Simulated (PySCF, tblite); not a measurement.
# C₄H₃NO₂− (doublet): geometry, infrared bands and EPR parameters

Wanted: the infrared bands and EPR parameters of C₄H₃NO₂− (doublet) (`[O-][CH]c1ccon1`), by calculation.

Programs: tblite 0.8.0 and PySCF 2.14.0, with density-fitted response routines of our own. Each step states its level of theory. These are calculated values for one molecule in the gas phase, unless marked as measured. Atoms count from 0, in the outputs and in this text.

### Step 1. Starting geometry

10 atoms, charge -1, multiplicity 2; geometry from: force field or distance geometry start.

Bonds of the start (Å): O0–C1 1.25, C1–C2 1.45, C2–C3 1.42, C3–C4 1.37, C4–O5 1.36, O5–N6 1.38, N6–C2 1.34, C1–H7 1.08, C3–H8 1.07, C4–H9 1.07.

### Step 2. Relaxing the molecule with GFN2-xTB

What the job is given:

```
{"job": {"kind": "relax", "xc": "GFN2-xTB", "basis": "xTB"}, "charge": -1, "multiplicity": 2}
O     -2.383200     0.842100     0.358900
C     -1.852500    -0.232700     0.012400
C     -0.408800    -0.302600    -0.063400
C      0.496100     0.765300     0.182500
C      1.730100     0.212000    -0.019100
O      1.588800    -1.082900    -0.394300
N      0.251800    -1.410300    -0.423600
H     -2.405900    -1.129600    -0.203000
H      0.255400     1.760600     0.493200
H      2.737300     0.582700     0.033800
```

Launch:

```sh
> OMP_NUM_THREADS=1 python probes_run.py task.json out
```

One launch serves the whole session: the jobs run in the order shown.

Standard output:

```text
step      E/eV     max force
  0    -578.65288    2.708
  1    -578.75455    1.457
  2    -578.78148    0.534
  3    -578.79044    0.397
  4    -578.80040    0.229
  5    -578.80260    0.154
  6    -578.80376    0.111
  7    -578.80451    0.096
  8    -578.80522    0.072
  9    -578.80556    0.077
 10    -578.80588    0.074
 11    -578.80624    0.060
 12    -578.80676    0.066
 13    -578.80736    0.064
 14    -578.80792    0.068
 15    -578.80825    0.040
 16    -578.80838    0.026
 17    -578.80844    0.021
 18    -578.80849    0.023
 19    -578.80852    0.018
 20    -578.80854    0.009
```

Run time: 0.07 s. Hardware: 1 thread of Arm Neoverse V2, shared host.

Step by step:

```
step  energy from step 0 (eV)  largest force (eV/Å)
   0                   0.0000                2.7075
   1                  -0.1017                1.4567
   2                  -0.1286                0.5337
   3                  -0.1376                0.3975
   4                  -0.1475                0.2293
   5                  -0.1497                0.1539
   6                  -0.1509                0.1115
   7                  -0.1516                0.0961
   8                  -0.1523                0.0719
   9                  -0.1527                0.0768
  10                  -0.1530                0.0737
  11                  -0.1534                0.0597
  12                  -0.1539                0.0656
  13                  -0.1545                0.0639
  14                  -0.1550                0.0680
  15                  -0.1554                0.0399
  16                  -0.1555                0.0258
  17                  -0.1556                0.0215
  18                  -0.1556                0.0230
  19                  -0.1556                0.0184
  20                  -0.1557                0.0090
```

Distances of close pairs at the start and the end, largest changes first:

```
 bond  before (Å)  after (Å)  change (Å)
C1–C2       1.447      1.406      -0.042
O5–N6       1.377      1.413      +0.037
C1–H7       1.076      1.111      +0.036
C3–C4       1.367      1.346      -0.021
C2–N6       1.339      1.359      +0.020
C2–C3       1.421      1.436      +0.014
O0–C1       1.248      1.261      +0.013
C4–O5       1.356      1.360      +0.005
```

The next job starts from the end point, and lists it.

### Step 3. Infrared spectrum with GFN2-xTB

What the job is given:

```
{"job": {"kind": "ir", "xc": "GFN2-xTB", "basis": "xTB"}, "charge": -1, "multiplicity": 2}
O     -2.493641     0.824118     0.356350
C     -1.828852    -0.196319     0.030710
C     -0.429143    -0.283364    -0.062612
C      0.522936     0.760850     0.190575
C      1.729555     0.205193    -0.027950
O      1.607747    -1.098161    -0.397148
N      0.230723    -1.416039    -0.421470
H     -2.362194    -1.140002    -0.214026
H      0.296792     1.764758     0.490617
H      2.734960     0.583621     0.032426
```

Standard output:

```text
mode    cm-1     km/mol
  1     175.9     10.08
  2     194.9     11.80
  3     255.1     10.74
  4     488.9      0.48
  5     502.2      0.28
  6     594.1      3.69
  7     719.0     22.16
  8     728.9      2.53
  9     783.4      0.65
 10     814.4      3.14
 11     827.5     10.84
 12     927.9    196.02
 13     969.6      7.18
 14    1029.6     54.33
 15    1091.3      8.16
 16    1212.5    101.15
 17    1292.5    132.91
 18    1342.6     76.69
 19    1389.6     17.91
 20    1557.9     57.23
 21    1612.2    414.94
 22    2682.8    340.54
 23    3097.9     81.90
 24    3157.5     58.02
```

Run time: 0.15 s. Hardware: 1 thread of Arm Neoverse V2, shared host.

The strongest bands and the atoms that carry them (share of the mass-weighted mode):

```
cm⁻¹  km/mol                               atoms
 928   196.0           N6 53 %, O5 22 %, H9 12 %
1212   101.2  H9 31 %, C4 21 %, H8 15 %, C3 13 %
1292   132.9           C2 44 %, N6 27 %, H7 16 %
1343    76.7           H7 58 %, O0 19 %, C2 10 %
1612   414.9           C1 58 %, C2 20 %, O0 17 %
2683   340.5                             H7 94 %
3098    81.9                             H9 90 %
3158    58.0                             H8 90 %
```

### Step 4. EPR parameters: B3LYP/pcH-1

Settings changed since step 3:

```diff
@@ -1,2 +1,2 @@
-{"job": {"kind": "ir", "xc": "GFN2-xTB", "basis": "xTB"}, "charge": -1, "multiplicity": 2}
+{"job": {"kind": "epr", "basis": "pcH-1"}, "charge": -1, "multiplicity": 2}
 O     -2.493641     0.824118     0.356350
```

Level: UKS B3LYP, pcH-1 on C H N O, non-relativistic, mean-field spin-orbit, GIAO.

Standard output:

```text
UKS, coarse grid
  cycle   1  E = -359.20051633  |g| = 6.83e-01
  cycle   2  E = -355.47500273  |g| = 2.07e+00
  cycle   3  E = -359.22812167  |g| = 5.22e-01
  cycle   4  E = -359.36255270  |g| = 2.50e-01
  cycle   5  E = -359.38175862  |g| = 1.32e-01
  cycle   6  E = -359.38910959  |g| = 4.90e-02
  cycle   7  E = -359.39026585  |g| = 1.26e-02
  cycle   8  E = -359.39035495  |g| = 5.44e-03
  cycle   9  E = -359.39038101  |g| = 3.18e-03
  cycle  10  E = -359.39038408  |g| = 2.41e-03
  cycle  11  E = -359.39038761  |g| = 4.59e-04
UKS, final grid
  cycle   1  E = -359.39040577  |g| = 8.52e-04
  cycle   2  E = -359.39040475  |g| = 1.81e-03
  cycle   3  E = -359.39040608  |g| = 1.21e-04
  cycle   4  E = -359.39040609  |g| = 3.63e-05
  cycle   5  E = -359.39040609  |g| = 2.38e-05
E = -359.39040609 Eh   <S^2> = 0.7630 (exact 0.7500)
g shifts (ppm)      1          2          3
  rmc          -267       -267       -267
  gc            -24         46         48
  oz_so         -28       3563       4823
  total        -319       3342       4604
hyperfine (MHz)  atom isotope    a_iso     a_fc   dipolar eigenvalues
    0   17O     -24.43     -24.43    -93.06     45.51     47.55
    1   13C       6.30       6.30    -23.12    -19.26     42.38
    2   13C     -18.71     -18.71     -7.78     -2.95     10.73
    3   13C      -3.40      -3.40     -1.80      0.40      1.40
    4   13C      -4.83      -4.83     -2.25      0.17      2.08
    5   17O     -13.98     -13.98    -40.22     18.97     21.26
    6   14N      20.22      20.22    -22.90    -21.32     44.22
    7    1H     -20.26     -20.26     -8.85     -3.32     12.17
    8    1H      -0.34      -0.34     -2.31     -0.62      2.93
    9    1H      -0.78      -0.78     -1.59     -0.83      2.43
```

It took 29 s on 1 thread of Arm Neoverse V2, shared host; peak memory 0.81 GiB.

Principal g values 2.00200, 2.00566, 2.00692; g(iso) = 2.00486, against 2.00232 for a free electron.

Hyperfine couplings, nucleus by nucleus at this fixed geometry (no averaging over rotations):

```
nuclei  isotope  a(iso) (MHz)  a(iso) (G, at g = 2.0023)  largest dipolar term (MHz)
    O0      17O         -24.4                       -8.7                       -93.1
    H7       1H         -20.3                       -7.2                        12.2
    N6      14N          20.2                        7.2                        44.2
    C2      13C         -18.7                       -6.7                        10.7
    O5      17O         -14.0                       -5.0                       -40.2
    C1      13C           6.3                        2.2                        42.4
    C4      13C          -4.8                       -1.7                        -2.3
    C3      13C          -3.4                       -1.2                        -1.8
    H9       1H          -0.8                       -0.3                         2.4
    H8       1H          -0.3                       -0.1                         2.9
```

Mulliken spin populations:

```
atom  value (e)
  O0       0.27
  C1       0.24
  C2       0.05
  C3      -0.01
  C4      -0.01
  O5       0.07
  N6       0.40
  H7      -0.02
  H8       0.00
  H9       0.00
```

In first order the couplings over 0.8 MHz of 1H, 14N give 4 distinct lines over 21.7 G.

The fields below are evaluated on a grid from the run's orbitals.

ELF in a plane through or near 10 of the atoms.

Ten even steps from ' ' (0.00) to '@' (1.00):
```
                                                        
                                                        
                                                        
                      ::==--::                          
                    --@@@@@@%%..  ..----::..            
                    ==@@@@@@@@..  ++####**++--..        
          ----      --@@@@@@%%    **%%%%%%%%**--        
        **@@@@##::::--++++##**    ==##--..@@%%++..      
      ::@@@@@@@@##++##--@@==##--..--****##%%##++..      
      --@@@@@@@@##====%%--%%%%++##==::++++----..        
      ..**%%@@%%==::--::..++::**%%++..==##::            
              ..==%%%%==::##%%==++==**@@@@@@**..        
              ::**==++##++==++**....**@@@@@@@@==        
            ..++%%%%**##++==--**..  ::@@@@@@@@--        
            ..++%%%%##::**@@@@%%==    ++%%##==..        
              ::====::  ++@@@@%%==      ::..            
                        ::****++..                      
                          ....                          
                                                        
                                                        
```
The map spans 10.8 Å across and 8.8 Å up, centred on the molecule. Atoms in the plane (x, y in Å): O0 (2.4, 1.1), C1 (1.8, 0.0), C2 (0.5, -0.3), C3 (-0.6, 0.7), C4 (-1.7, 0.0), O5 (-1.5, -1.3), N6 (-0.1, -1.5), H7 (2.5, -1.0), H8 (-0.4, 1.8), H9 (-2.8, 0.3).

On the surface of density 0.002 e/bohr³ the electrostatic potential runs, from the 1st to the 99th percentile, from -5.94 V near O0 to -2.07 V near H9.

The spin density lies nearest to N6 33 %; O0 24 %; C1 19 %; C2 9 %.

### Step 5. Outcome

| quantity | value |
| --- | --- |
| strongest single infrared mode (GFN2-xTB) | 1612 cm⁻¹, 415 km/mol |
| zero-point energy (GFN2-xTB) | 39.2 kcal/mol |
| g(iso) (B3LYP) | 2.00486 |
| ⟨S²⟩ | 0.763 (exact 0.75) |
| largest a(iso) | 17O on O0, -24.4 MHz |

What this shows: The optimisation took 20 steps and gained 0.156 eV; among the close pairs (by a distance rule), C1–C2 changed most, from 1.447 to 1.406 Å. All 24 modes are real, so the xTB geometry is a minimum. The strongest single mode, at 1612 cm⁻¹, moves mainly C1. Unscaled tight-binding wavenumbers are off by several per cent, some by more. Its intensities can rank the bands wrongly. The largest share of the spin, 0.40 e, sits on N6. The isotropic g lies 2.5 ppt above the free-electron value.
